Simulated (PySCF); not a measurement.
# One shape, several levels: C3H8OSi (SMILES C1C[SiH2]CO1)

Wanted: a comparison of 6 runs (HF/3-21G, B3LYP/6-31G*, PBE0/def2-SVP, r2SCAN/def2-TZVP, MP2/def2-SVP, MP2/6-311G**) of C3H8OSi. 

The results are computed with PySCF 2.14.0.

### 1 The structure to begin with

The species is C3H8OSi (13 atoms), meant as a singlet with charge 0. SMILES: `C1C[SiH2]CO1`. The coordinates come from a PBE0-D4/def2-TZVP relaxation. This is one conformer, not always the lowest.

Bond lengths: C1–C2 1.532 Å, C2–Si3 1.886 Å, Si3–C4 1.904 Å, C1–O5 1.414 Å, C4–O5 1.422 Å, C1–H6 1.101 Å, C1–H7 1.091 Å, C2–H8 1.092 Å, C2–H9 1.091 Å, Si3–H10 1.489 Å, Si3–H11 1.487 Å, C4–H12 1.090 Å, C4–H13 1.100 Å. Some angles: C1–C2–Si3 101.8°, C2–C1–O5 110.2°, C2–Si3–C4 92.3°, Si3–C4–O5 103.8°, C1–O5–C4 110.4°, C1–C2–H8 110.6°, C1–C2–H9 112.1°, Si3–C2–H8 110.2°, Si3–C2–H9 114.0°, C2–C1–H6 109.8°.

### 2 Energy and forces at HF/3-21G (run 1)

Input file input.py:

```python
# C1C[SiH2]CO1
import pyscf.grad
from pyscf import gto, scf

mol = gto.Mole()
mol.atom = [
    ('C', (-1.055600, 0.828700, -0.142400)),
    ('C', (-0.677400, -0.033300, 1.066600)),
    ('Si', (0.957500, -0.786600, 0.504800)),
    ('C', (0.733100, -0.143300, -1.272700)),
    ('O', (-0.646400, 0.196600, -1.339000)),
    ('H', (-0.578400, 1.817600, -0.059000)),
    ('H', (-2.132800, 0.980700, -0.231000)),
    ('H', (-1.420100, -0.818400, 1.226500)),
    ('H', (-0.603100, 0.555300, 1.982400)),
    ('H', (2.156300, -0.232500, 1.191700)),
    ('H', (0.994800, -2.269400, 0.609300)),
    ('H', (0.932900, -0.871100, -2.059800)),
    ('H', (1.359600, 0.741200, -1.462700)),
]
mol.spin = 0
mol.max_memory = 1860
mol.basis = '3-21g'
mol.verbose = 3
mol.build()

myscf = scf.RHF(mol)
myscf.conv_tol = 1e-10
myscf.kernel()
if not myscf.converged:
    myscf = myscf.newton().run(myscf.mo_coeff, myscf.mo_occ)

e_final = myscf.e_tot
print(f'total energy: {e_final:.8f} hartree')
grad = myscf.Gradients().kernel()
myscf.analyze()
```

Started as:

```bash
$ OMP_NUM_THREADS=1 python input.py
```

What it wrote:

```text
converged SCF energy = -479.432335222058
[... 19 lines left out ...]
MO #10  energy= -1.376695552293    occ= 2
[... 10 lines left out ...]
MO #21  energy= -0.461569661729477 occ= 2
[... 10 lines left out ...]
MO #32  energy= 0.344345476089246  occ= 0
[... 10 lines left out ...]
MO #43  energy= 0.979160512170469  occ= 0
[... 10 lines left out ...]
MO #54  energy= 1.35559036142592   occ= 0
[... 10 lines left out ...]
MO #65  energy= 3.4979758285799    occ= 0
[... 14 lines left out ...]
Dipole moment(X, Y, Z, Debye):  0.79179,  0.28178,  1.45525
```

Wall time 8.4 s (1 thread of Intel Xeon at 2.50GHz (Skylake/Cascade Lake), shared host); peak memory 0.14 GiB.

### 3 Energy and forces at B3LYP/6-31G(d) (spherical functions) (run 2)

Input file geometry.xyz:

```xyz
13

C     -1.055600     0.828700    -0.142400
C     -0.677400    -0.033300     1.066600
Si     0.957500    -0.786600     0.504800
C      0.733100    -0.143300    -1.272700
O     -0.646400     0.196600    -1.339000
H     -0.578400     1.817600    -0.059000
H     -2.132800     0.980700    -0.231000
H     -1.420100    -0.818400     1.226500
H     -0.603100     0.555300     1.982400
H      2.156300    -0.232500     1.191700
H      0.994800    -2.269400     0.609300
H      0.932900    -0.871100    -2.059800
H      1.359600     0.741200    -1.462700
```

Input file job.py:

```python
from pyscf import gto, dft

system = gto.Mole()
system.atom = 'geometry.xyz'
system.max_memory = 1860
system.spin = 0
system.verbose = 4
system.basis = '6-31g*'
system.build()

calc0 = dft.RKS(system)
calc0.xc = 'b3lyp'
calc0.conv_tol = 1e-10
calc0.grids.level = 5
calc0.kernel()
if not calc0.converged:
    calc0 = calc0.newton().run(calc0.mo_coeff, calc0.mo_occ)

energy = calc0.e_tot
print('Final energy', energy)
grad = calc0.nuc_grad_method().kernel()
calc0.analyze()
```

Started as:

```bash
$ OMP_NUM_THREADS=1 python job.py
```

What it wrote:

```text
PySCF version 2.14.0

[... 110 lines left out ...]
MO #5   energy= -10.1663422828238  occ= 2
[... 16 lines left out ...]
MO #22  energy= -0.313328276540911 occ= 2
[... 16 lines left out ...]
MO #39  energy= 0.289444715618235  occ= 0
[... 16 lines left out ...]
MO #56  energy= 0.865152203829926  occ= 0
[... 16 lines left out ...]
MO #73  energy= 1.71735275180688   occ= 0
[... 16 lines left out ...]
MO #90  energy= 2.94358963971279   occ= 0
[... 106 lines left out ...]
Dipole moment(X, Y, Z, Debye):  0.31543,  0.34776,  0.96626
```

It took 1.8 min on 1 thread of Intel Xeon at 2.50GHz (Skylake/Cascade Lake), shared host; peak memory 0.92 GiB.

### 4 Energy and forces at PBE0/def2-SVP (run 3)

Input file input.py:

```python
# C1C[SiH2]CO1
from pyscf import gto, dft

mol = gto.M(
    atom='''
C     -1.994795     1.566016    -0.269097
C     -1.280100    -0.062928     2.015582
Si     1.809413    -1.486459     0.953934
C      1.385358    -0.270798    -2.405054
O     -1.221519     0.371520    -2.530343
H     -1.093018     3.434766    -0.111494
H     -4.030408     1.853254    -0.436527
H     -2.683600    -1.546552     2.317749
H     -1.139694     1.049365     3.746193
H      4.074816    -0.439361     2.251987
H      1.879900    -4.288544     1.151410
H      1.762926    -1.646140    -3.892458
H      2.569272     1.400665    -2.764102
''',
    charge=0,
    basis='def2-svp',
    max_memory=1860,
    spin=0,
    verbose=3,
    unit='bohr',
)

mf = dft.RKS(mol, xc='pbe0')
mf.conv_tol = 1e-10
mf.grids.level = 5
mf.kernel()
if not mf.converged:
    mf = mf.newton().run(mf.mo_coeff, mf.mo_occ)

energy = mf.e_tot
print('E = %.10f Eh' % energy)
grad = mf.nuc_grad_method().kernel()
mf.analyze()
```

Started as:

```bash
$ OMP_NUM_THREADS=1 python input.py
```

What it wrote:

```text
converged SCF energy = -483.248177368664
[... 28 lines left out ...]
MO #19  energy= -0.394577541728664 occ= 2
[... 18 lines left out ...]
MO #38  energy= 0.29365985882449   occ= 0
[... 18 lines left out ...]
MO #57  energy= 0.699376887508098  occ= 0
[... 18 lines left out ...]
MO #76  energy= 1.5795562687888    occ= 0
[... 18 lines left out ...]
MO #95  energy= 2.15227953775936   occ= 0
[... 18 lines left out ...]
MO #114 energy= 3.52147521107794   occ= 0
[... 14 lines left out ...]
Dipole moment(X, Y, Z, Debye):  0.38082,  0.32295,  1.01900
```

Run time: 2 min. Hardware: 1 thread of Intel Xeon at 2.50GHz (Skylake/Cascade Lake), shared host; peak memory 1.2 GiB.

Runs 4 to 5 aren't shown in full; the table further down has their settings and results.

### 5 Energy and gradient at MP2/6-311G(d,p) (run 6)

Input file job.py:

```python
from pyscf import gto, mp

mol = gto.Mole()
mol.atom = [
    ('C', (-1.055600, 0.828700, -0.142400)),
    ('C', (-0.677400, -0.033300, 1.066600)),
    ('Si', (0.957500, -0.786600, 0.504800)),
    ('C', (0.733100, -0.143300, -1.272700)),
    ('O', (-0.646400, 0.196600, -1.339000)),
    ('H', (-0.578400, 1.817600, -0.059000)),
    ('H', (-2.132800, 0.980700, -0.231000)),
    ('H', (-1.420100, -0.818400, 1.226500)),
    ('H', (-0.603100, 0.555300, 1.982400)),
    ('H', (2.156300, -0.232500, 1.191700)),
    ('H', (0.994800, -2.269400, 0.609300)),
    ('H', (0.932900, -0.871100, -2.059800)),
    ('H', (1.359600, 0.741200, -1.462700)),
]
mol.verbose = 4
mol.spin = 0
mol.max_memory = 1860
mol.basis = '6-311g**'
mol.charge = 0
mol.build()

calc0 = mol.RHF()
calc0.conv_tol = 1e-10
calc0.kernel()
if not calc0.converged:
    calc0 = calc0.newton().run(calc0.mo_coeff, calc0.mo_occ)

pt = mp.MP2(calc0, frozen=9).run()
energy = pt.e_tot
print('E = %.10f Eh' % energy)
grad = pt.nuc_grad_method().kernel()
calc0.analyze()
```

Started as:

```bash
$ OMP_NUM_THREADS=1 python job.py
```

What it wrote:

```text
PySCF version 2.14.0

[... 111 lines left out ...]
MO #16  energy= -0.637088576198136 occ= 2
[... 25 lines left out ...]
MO #42  energy= 0.498350042075655  occ= 0
[... 25 lines left out ...]
MO #68  energy= 1.22414913314036   occ= 0
[... 25 lines left out ...]
MO #94  energy= 2.02752631018503   occ= 0
[... 25 lines left out ...]
MO #120 energy= 3.08762639725664   occ= 0
[... 25 lines left out ...]
MO #146 energy= 143.944901696326   occ= 0
[... 162 lines left out ...]
Dipole moment(X, Y, Z, Debye):  0.65968,  0.27274,  1.27346
```

Wall time 3 min (1 thread of Intel Xeon at 2.50GHz (Skylake/Cascade Lake), shared host); peak memory 1.9 GiB.

### 6 Overview of the runs

| run | level | integration grid | frozen core orbitals | energy (Eh) | dipole moment (D) of the reference | HOMO energy (eV) | LUMO energy (eV) | wall time |
| --- | --- | --- | --- | --- | --- | --- | --- | --- |
| 1 | HF/3-21G | – | – | -479.432335 | 1.68 | -10.55 | 4.43 | 8.4 s |
| 2 | B3LYP/6-31G* (spherical functions) | 5 | – | -483.825472 | 1.07 | -6.65 | 0.83 | 1.8 min |
| 3 | PBE0/def2-SVP | 5 | – | -483.248177 | 1.13 | -7.10 | 1.12 | 2 min |
| 4 | r2SCAN/def2-TZVP | 5 | – | -483.775922 | 1.03 | -6.02 | 0.19 | 13 min |
| 5 | MP2/def2-SVP | – | 9 | -482.497217 | 1.50 | -10.82 | 4.34 | 69 s |
| 6 | MP2/6-311G** | – | 9 | -482.831012 | 1.46 | -10.75 | 3.43 | 3 min |

### 7 Outcome

| quantity | value |
| --- | --- |
| run 6: total energy | -482.83101 Eh |
| run 6: dipole moment (Hartree–Fock density) | 1.46 D |
| run 6: HOMO energy (Hartree–Fock orbitals) | -10.75 eV |
| run 6: LUMO energy (Hartree–Fock orbitals) | 3.43 eV |
| run 6: HOMO–LUMO gap (Hartree–Fock orbitals) | 14.18 eV |
| run 6: correlation energy (9 core orbitals frozen) | -743.1 mEh |
| run 6: largest force on an atom | 0.570 eV/Å |

In words: Over runs 1, 2, 3, 4 the dipole moment (its size) runs from 1.03 D (r2SCAN/def2-TZVP) to 1.68 D (HF/3-21G). The two ends differ in method and basis. Over runs 1, 2, 3, 4 the HOMO–LUMO gap runs from 6.21 eV (r2SCAN/def2-TZVP) to 14.99 eV (HF/3-21G). Totals of different functionals can't be ranked against each other. All runs together took 21 min, the longest 13 min.
